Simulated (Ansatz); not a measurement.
**GeH₃S radical: small, medium and large basis sets**

How large a basis does GeH₃S radical need? Two functionals are run in growing sets.

Program: Ansatz 0.2.0, Gaussian basis. Level of theory: one geometry, several basis sets. These are calculated values, not measurements.

Levels to be run: PBE0-D4/def2-SVP; ωB97M-V/def2-SVP; PBE0-D4/def2-QZVPP; ωB97M-V/def2-QZVPP; the functionals' def2-TZVPP values are taken from earlier runs.

### Step 1. The relaxed structure

An earlier PBE0-D4 in a triple-zeta def2 set relaxation fixed the geometry.

SMILES `[SH][GeH2]`, 5 atoms, charge 0, spin multiplicity 2.

Atoms are counted from 1 here; the program's logs count them from 0.

Bond lengths: S1–Ge2 2.220 Å, S1–H3 1.343 Å, Ge2–H4 1.550 Å, Ge2–H5 1.545 Å. Angles: Ge2–S1–H3 94.4°, S1–Ge2–H4 109.5°, S1–Ge2–H5 104.6°, H4–Ge2–H5 110.8°.

As a file:

| atom | x (Å) | y (Å) | z (Å) |
| --- | --- | --- | --- |
| S1 | 1.13865 | -0.80324 | 0.65950 |
| Ge2 | -0.38952 | 0.67931 | 0.03012 |
| H3 | 0.24623 | -1.77890 | 0.89458 |
| H4 | -1.36408 | 0.01962 | -0.97875 |
| H5 | 0.41863 | 1.80940 | -0.64685 |

### Step 2. PBE0-D4 in def2-SVP

in.yaml

```yaml
crystal:
  periodic: [false, false, false]
  atoms:
    - {symbol: S, position_ang: [1.138648, -0.803239, 0.659498]}
    - {symbol: Ge, position_ang: [-0.389523, 0.679311, 0.030125]}
    - {symbol: H, position_ang: [0.246232, -1.778897, 0.894582]}
    - {symbol: H, position_ang: [-1.364082, 0.019619, -0.978750]}
    - {symbol: H, position_ang: [0.418625, 1.809404, -0.646855]}
basis:
  gaussian: {orbitals: def2-SVP}
magnetization: {spin_polarized: true, initial_magnetization: 1}
hamiltonian: {xc: pbe0, dispersion: d4}
output: {orbitals: {seedname: orbitals}}
```

The runs that follow: ωB97M-V in def2-SVP; PBE0-D4 in def2-QZVPP; ωB97M-V in def2-QZVPP.

**Question.** What will the summary of the whole plan be? Wanted: PBE0-D4: double and triple zeta above quadruple; ωB97M-V: double and triple zeta above quadruple.

The runs gave:

```
                                       quantity           value
PBE0-D4: double and triple zeta above quadruple  12.52, 1.56 eV
ωB97M-V: double and triple zeta above quadruple  12.45, 1.52 eV
```

**Reading.** For PBE0-D4 the step from double to triple zeta gains 10.96 eV and the next only 1.56 eV. Total energies overstate the basis error of differences, where much of it tends to cancel.
